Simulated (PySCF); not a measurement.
**Pr³³⁺, Pr³⁴⁺: ionisation energy in even-tempered 18s13p8d4f3g, part 1 of 2**

Wanted: the ionisation energy of praseodymium, up a ladder of methods.

Program: PySCF 2.14.0. Level of theory: unrestricted determinants in a Gaussian basis, no spin-orbit coupling in the energies. These are calculated values, not measurements, unless marked.

## (1) The system

- Element: praseodymium (Z = 59)
- Basis: an uncontracted even-tempered set (18 s from 5.3 bohr⁻², ratio 2.5; 13 p from 6.9 bohr⁻², ratio 2.5; 8 d from 6.9 bohr⁻², ratio 2.5; 4 f from 30 bohr⁻², ratio 2.7; 3 g from 45 bohr⁻², ratio 2.7)
- Hamiltonian: the spin-free X2C one-electron Hamiltonian (Gaussian nucleus)
- State 1: Pr³³⁺: [Ar] 3d8, high-spin 3F determinant
- State 2: Pr³⁴⁺: [Ar] 3d7, high-spin 4F determinant
- Methods: UHF, LDA, PBE, PBE0, r2SCAN, MN15, r2SCANh, MP2
- Core shells frozen in the correlated runs: outer shells: [Ne] (for Pr³³⁺)

The outer shells:

Pr33+ [Ar] 3d8
```
[Ar] core
3d [↑↓][↑↓][↑↓][↑ ][↑ ]
```

Pr34+ [Ar] 3d7
```
[Ar] core
3d [↑↓][↑↓][↑ ][↑ ][↑ ]
```

The runs were made by one driver on top of PySCF. The scripts below sum up each run's settings (the driver also hands on starting orbitals that pick excited configurations, and frozen orbitals as a list rather than a count), and the logs come from the driver's own runs. The driver starts from symmetry-adapted Hartree-Fock orbitals, holds the occupation by maximum overlap and uses a logarithmic radial grid for functionals, so a plain start would take other cycles.

The integrals over 152 functions and the set-up took 1 s of CPU time.

## (2) Pr³³⁺, method by method

#### UHF

input.py reads:

```python
from pyscf import gto, scf, dft, mp, cc
mol = gto.M(atom="Pr 0 0 0", charge=33, spin=2, symmetry="D2h",
            basis=gto.etbs([(0, 18, 5.3, 2.5), (1, 13, 6.9, 2.5), (2, 8, 6.9, 2.5), (3, 4, 30, 2.7), (4, 3, 45, 2.7)]),
            nucmod="G")
mf = scf.UHF(mol).sfx2c1e()
mf.irrep_nelec = {'Ag': (5, 3), 'B1g': (1, 1), 'B2g': (1, 1), 'B3g': (1, 1), 'B1u': (2, 2), 'B2u': (2, 2), 'B3u': (2, 2)}
mf.kernel()
```

The program printed:

```text
damping factor = 0
level_shift factor = 0
DIIS = <class 'pyscf.scf.diis.CDIIS'>
diis_start_cycle = 1
diis_space = 10
diis_damp = 0
SCF conv_tol = 1e-09
SCF conv_tol_grad = None
number electrons alpha = 14  beta = 12
cycle= 1 E= -8565.24918342217  delta_E= -0.0106  |g|= 0.0481  |ddm|= 0.0112
cycle= 2 E= -8565.24920599164  delta_E= -2.26e-05  |g|= 0.00236  |ddm|= 0.000587
cycle= 3 E= -8565.24920604971  delta_E= -5.81e-08  |g|= 1.91e-05  |ddm|= 3.26e-05
cycle= 4 E= -8565.24920604972  delta_E= -1.82e-11  |g|= 1.26e-06  |ddm|= 3.98e-07
converged SCF energy = -8565.24920604972  <S^2> = 2.0002183  2S+1 = 3.0001455
```

It used 16 s of CPU time after the integrals (shared host).

Orbital energies by shell (radii are means over both spins):

```
shell  electrons  mean orbital energy (eV)  spread (eV)  rms radius (bohr)
 1s α          1                  -43584.8            0             0.0275
 1s β          1                  -43584.5            0             0.0275
 2s α          1                   -8258.1            0              0.111
 2s β          1                   -8245.1            0              0.111
 2p α          3                   -7538.6            0             0.0992
 2p β          3                   -7525.8            0             0.0992
 3s α          1                   -2772.1            0              0.281
 3s β          1                   -2756.2            0              0.281
 3p α          3                   -2539.0            0              0.279
 3p β          3                   -2519.3            0              0.279
 3d α          5                   -2226.5        5.770              0.253
 3d β          3                   -2216.0            0              0.253
```

⟨S²⟩ = 2.000, ⟨L²⟩ = 12.00.

Spin-orbit constants on these orbitals (cm⁻¹; bare nucleus, screened nucleus, mean field): 3d 87290, 72490, 70920. To first order in LS coupling the lowest level has J = 4 and lies 13.2 eV below the centre of the term.

Spin-orbit coupling is strong in this species (close to jj coupling), so the high-spin LS determinant is a model state, not a physical level.

#### LDA

Changes to input.py:

```diff
@@ -4,3 +4,3 @@
             nucmod="G")
-mf = scf.UHF(mol).sfx2c1e()
+mf = dft.UKS(mol, xc="LDA,VWN").sfx2c1e()
 mf.irrep_nelec = {'Ag': (5, 3), 'B1g': (1, 1), 'B2g': (1, 1), 'B3g': (1, 1), 'B1u': (2, 2), 'B2u': (2, 2), 'B3u': (2, 2)}
```

The program printed:

```text
damping factor = 0
level_shift factor = 0
DIIS = <class 'pyscf.scf.diis.CDIIS'>
diis_start_cycle = 1
diis_space = 10
diis_damp = 0
SCF conv_tol = 1e-09
SCF conv_tol_grad = None
number electrons alpha = 14  beta = 12
XC functionals = LDA,VWN
    P. A. M. Dirac.,  Math. Proc. Cambridge Philos. Soc. 26, 376 (1930)
    F. Bloch.,  Z. Phys. 57, 545 (1929)
    S. H. Vosko, L. Wilk, and M. Nusair.,  Can. J. Phys. 58, 1200 (1980)
cycle= 1 E= -8558.79213654878  delta_E= -0.0236  |g|= 0.0675  |ddm|= 0.0543
cycle= 2 E= -8558.79215041472  delta_E= -1.39e-05  |g|= 0.00911  |ddm|= 0.00122
cycle= 3 E= -8558.79215110109  delta_E= -6.86e-07  |g|= 0.000984  |ddm|= 0.000249
cycle= 4 E= -8558.79215111102  delta_E= -9.93e-09  |g|= 1.12e-05  |ddm|= 2.72e-05
cycle= 5 E= -8558.79215111104  delta_E= -1.46e-11  |g|= 1.33e-07  |ddm|= 3.55e-07
converged SCF energy = -8558.79215111104  <S^2> = 2.0000286  2S+1 = 3.0000191
```

CPU time 2.5 s on a shared host, the integrals not counted.

#### PBE

Changes to input.py:

```diff
@@ -4,3 +4,3 @@
             nucmod="G")
-mf = dft.UKS(mol, xc="LDA,VWN").sfx2c1e()
+mf = dft.UKS(mol, xc="PBE").sfx2c1e()
 mf.irrep_nelec = {'Ag': (5, 3), 'B1g': (1, 1), 'B2g': (1, 1), 'B3g': (1, 1), 'B1u': (2, 2), 'B2u': (2, 2), 'B3u': (2, 2)}
```

The program printed:

```text
damping factor = 0
level_shift factor = 0
DIIS = <class 'pyscf.scf.diis.CDIIS'>
diis_start_cycle = 1
diis_space = 10
diis_damp = 0
SCF conv_tol = 1e-09
SCF conv_tol_grad = None
number electrons alpha = 14  beta = 12
XC functionals = PBE
    J. P. Perdew, K. Burke, and M. Ernzerhof.,  Phys. Rev. Lett. 77, 3865 (1996)
    J. P. Perdew, K. Burke, and M. Ernzerhof.,  Phys. Rev. Lett. 78, 1396 (1997)
    J. P. Perdew, K. Burke, and M. Ernzerhof.,  Phys. Rev. Lett. 77, 3865 (1996)
    J. P. Perdew, K. Burke, and M. Ernzerhof.,  Phys. Rev. Lett. 78, 1396 (1997)
cycle= 1 E= -8566.3152256539  delta_E= -0.016  |g|= 0.0152  |ddm|= 0.0427
cycle= 2 E= -8566.3152268041  delta_E= -1.15e-06  |g|= 0.000872  |ddm|= 0.000461
cycle= 3 E= -8566.3152268139  delta_E= -9.79e-09  |g|= 0.00022  |ddm|= 3.48e-05
cycle= 4 E= -8566.31522681442  delta_E= -5.26e-10  |g|= 3.19e-06  |ddm|= 6.03e-06
converged SCF energy = -8566.31522681442  <S^2> = 2.0000447  2S+1 = 3.0000298
```

CPU time 2.8 s on a shared host, the integrals not counted.

#### PBE0

Changes to input.py:

```diff
@@ -4,3 +4,3 @@
             nucmod="G")
-mf = dft.UKS(mol, xc="PBE").sfx2c1e()
+mf = dft.UKS(mol, xc="PBE0").sfx2c1e()
 mf.irrep_nelec = {'Ag': (5, 3), 'B1g': (1, 1), 'B2g': (1, 1), 'B3g': (1, 1), 'B1u': (2, 2), 'B2u': (2, 2), 'B3u': (2, 2)}
```

The program printed:

```text
damping factor = 0
level_shift factor = 0
DIIS = <class 'pyscf.scf.diis.CDIIS'>
diis_start_cycle = 1
diis_space = 10
diis_damp = 0
SCF conv_tol = 1e-09
SCF conv_tol_grad = None
number electrons alpha = 14  beta = 12
XC functionals = PBE0
    C. Adamo and V. Barone.,  J. Chem. Phys. 110, 6158 (1999)
    M. Ernzerhof and G. E. Scuseria.,  J. Chem. Phys. 110, 5029 (1999)
cycle= 1 E= -8566.40478948201  delta_E= -0.0106  |g|= 0.0188  |ddm|= 0.0311
cycle= 2 E= -8566.40479144033  delta_E= -1.96e-06  |g|= 0.000428  |ddm|= 0.000356
cycle= 3 E= -8566.40479144194  delta_E= -1.61e-09  |g|= 3.96e-05  |ddm|= 1.3e-05
cycle= 4 E= -8566.40479144195  delta_E= -1.82e-11  |g|= 6.7e-06  |ddm|= 1.39e-06
converged SCF energy = -8566.40479144195  <S^2> = 2.0000741  2S+1 = 3.0000494
```

CPU time 5.2 s on a shared host, the integrals not counted.

#### r2SCAN

Changes to input.py:

```diff
@@ -4,3 +4,3 @@
             nucmod="G")
-mf = dft.UKS(mol, xc="PBE0").sfx2c1e()
+mf = dft.UKS(mol, xc="R2SCAN").sfx2c1e()
 mf.irrep_nelec = {'Ag': (5, 3), 'B1g': (1, 1), 'B2g': (1, 1), 'B3g': (1, 1), 'B1u': (2, 2), 'B2u': (2, 2), 'B3u': (2, 2)}
```

The program printed:

```text
damping factor = 0
level_shift factor = 0
DIIS = <class 'pyscf.scf.diis.CDIIS'>
diis_start_cycle = 1
diis_space = 10
diis_damp = 0
SCF conv_tol = 1e-09
SCF conv_tol_grad = None
number electrons alpha = 14  beta = 12
XC functionals = R2SCAN
    J. W. Furness, A. D. Kaplan, J. Ning, J. P. Perdew, and J. Sun.,  J. Phys. Chem. Lett. 11, 8208-8215 (2020)
    J. W. Furness, A. D. Kaplan, J. Ning, J. P. Perdew, and J. Sun.,  J. Phys. Chem. Lett. 11, 9248-9248 (2020)
    J. W. Furness, A. D. Kaplan, J. Ning, J. P. Perdew, and J. Sun.,  J. Phys. Chem. Lett. 11, 8208-8215 (2020)
    J. W. Furness, A. D. Kaplan, J. Ning, J. P. Perdew, and J. Sun.,  J. Phys. Chem. Lett. 11, 9248-9248 (2020)
cycle= 1 E= -8566.92525278537  delta_E= -0.0121  |g|= 0.023  |ddm|= 0.0282
cycle= 2 E= -8566.92525532422  delta_E= -2.54e-06  |g|= 0.00063  |ddm|= 0.000299
cycle= 3 E= -8566.92525532591  delta_E= -1.69e-09  |g|= 3.75e-05  |ddm|= 6.7e-06
cycle= 4 E= -8566.92525532591  delta_E=    0  |g|= 3.03e-06  |ddm|= 5.66e-07
converged SCF energy = -8566.92525532591  <S^2> = 2.0001034  2S+1 = 3.0000689
```

CPU time 7.3 s on a shared host, the integrals not counted.

#### MN15

Changes to input.py:

```diff
@@ -4,3 +4,3 @@
             nucmod="G")
-mf = dft.UKS(mol, xc="R2SCAN").sfx2c1e()
+mf = dft.UKS(mol, xc="MN15").sfx2c1e()
 mf.irrep_nelec = {'Ag': (5, 3), 'B1g': (1, 1), 'B2g': (1, 1), 'B3g': (1, 1), 'B1u': (2, 2), 'B2u': (2, 2), 'B3u': (2, 2)}
```

The program printed:

```text
damping factor = 0
level_shift factor = 0
DIIS = <class 'pyscf.scf.diis.CDIIS'>
diis_start_cycle = 1
diis_space = 10
diis_damp = 0
SCF conv_tol = 1e-09
SCF conv_tol_grad = None
number electrons alpha = 14  beta = 12
XC functionals = MN15
    H. S. Yu, X. He, S. L. Li, and D. G. Truhlar.,  Chem. Sci. 7, 5032-5051 (2016)
    H. S. Yu, X. He, S. L. Li, and D. G. Truhlar.,  Chem. Sci. 7, 5032-5051 (2016)
cycle= 1 E= -8573.2233727713  delta_E= -0.351  |g|= 2.76  |ddm|= 0.162
cycle= 2 E= -8573.22423770797  delta_E= -0.000865  |g|= 0.182  |ddm|= 0.00593
cycle= 3 E= -8573.22425940958  delta_E= -2.17e-05  |g|= 0.0113  |ddm|= 0.0015
cycle= 4 E= -8573.22426027036  delta_E= -8.61e-07  |g|= 0.00136  |ddm|= 0.000308
cycle= 5 E= -8573.22426028688  delta_E= -1.65e-08  |g|= 4.83e-05  |ddm|= 3.79e-05
cycle= 6 E= -8573.22426028691  delta_E= -2.91e-11  |g|= 8.15e-07  |ddm|= 1.1e-06
converged SCF energy = -8573.22426028691  <S^2> = 2.0001213  2S+1 = 3.0000809
```

CPU time 13 s on a shared host, the integrals not counted.

#### r2SCANh

Changes to input.py:

```diff
@@ -4,3 +4,3 @@
             nucmod="G")
-mf = dft.UKS(mol, xc="MN15").sfx2c1e()
+mf = dft.UKS(mol, xc="HYB_MGGA_XC_R2SCANH").sfx2c1e()
 mf.irrep_nelec = {'Ag': (5, 3), 'B1g': (1, 1), 'B2g': (1, 1), 'B3g': (1, 1), 'B1u': (2, 2), 'B2u': (2, 2), 'B3u': (2, 2)}
```

The program printed:

```text
damping factor = 0
level_shift factor = 0
DIIS = <class 'pyscf.scf.diis.CDIIS'>
diis_start_cycle = 1
diis_space = 10
diis_damp = 0
SCF conv_tol = 1e-09
SCF conv_tol_grad = None
number electrons alpha = 14  beta = 12
XC functionals = HYB_MGGA_XC_R2SCANH
    M. Bursch, H. Neugebauer, S. Ehlert, and S. Grimme.,  J. Chem. Phys. 156, 134105 (2022)
cycle= 1 E= -8566.90055946542  delta_E= -0.0111  |g|= 0.0241  |ddm|= 0.0256
cycle= 2 E= -8566.900562773  delta_E= -3.31e-06  |g|= 0.000732  |ddm|= 0.000371
cycle= 3 E= -8566.90056277579  delta_E= -2.79e-09  |g|= 6.5e-05  |ddm|= 8.19e-06
cycle= 4 E= -8566.90056277583  delta_E= -4e-11  |g|= 6.19e-06  |ddm|= 1.49e-06
converged SCF energy = -8566.90056277583  <S^2> = 2.000112  2S+1 = 3.0000746
```

CPU time 9.7 s on a shared host, the integrals not counted.

#### MP2 (outer shells)

Changes to input.py:

```diff
@@ -4,4 +4,5 @@
             nucmod="G")
-mf = dft.UKS(mol, xc="HYB_MGGA_XC_R2SCANH").sfx2c1e()
+mf = scf.UHF(mol).sfx2c1e()
 mf.irrep_nelec = {'Ag': (5, 3), 'B1g': (1, 1), 'B2g': (1, 1), 'B3g': (1, 1), 'B1u': (2, 2), 'B2u': (2, 2), 'B3u': (2, 2)}
 mf.kernel()
+mp.UMP2(mf, frozen=5).kernel()
```

This step left no log, only its results.

CPU time 4.4 s on a shared host, the integrals not counted.

With 16 electrons correlated, the MP2 correlation energy is -0.64715 hartree (-0.20731 same spin, -0.43984 opposite spin); the SCS form gives -0.59692. Largest pairs of shells: 3d-3d -0.2509, 3p-3d -0.2399, 3p-3p -0.0673, 3s-3d -0.0479, 3s-3p -0.0360.

Radial density 4πr²ρ of Pr³³⁺ at UHF, without picture-change correction:

```
r (bohr)  density  spin density
0.000388     1.04         0.000
0.000653     2.34         0.000
 0.00110     5.15         0.000
 0.00185     11.0         0.000
 0.00311     22.2         0.000
 0.00522     40.9        -0.001
 0.00879     64.3        -0.001
  0.0148     78.6         0.000
  0.0249     70.9         0.012
  0.0418     72.6         0.152
  0.0703     99.3         1.224
   0.118     72.0         5.337
   0.199     73.5         9.206
   0.335     36.8         3.612
   0.563     1.24         0.122
   0.947  0.00166         0.000
```

(Continued in part 2 of 2.)
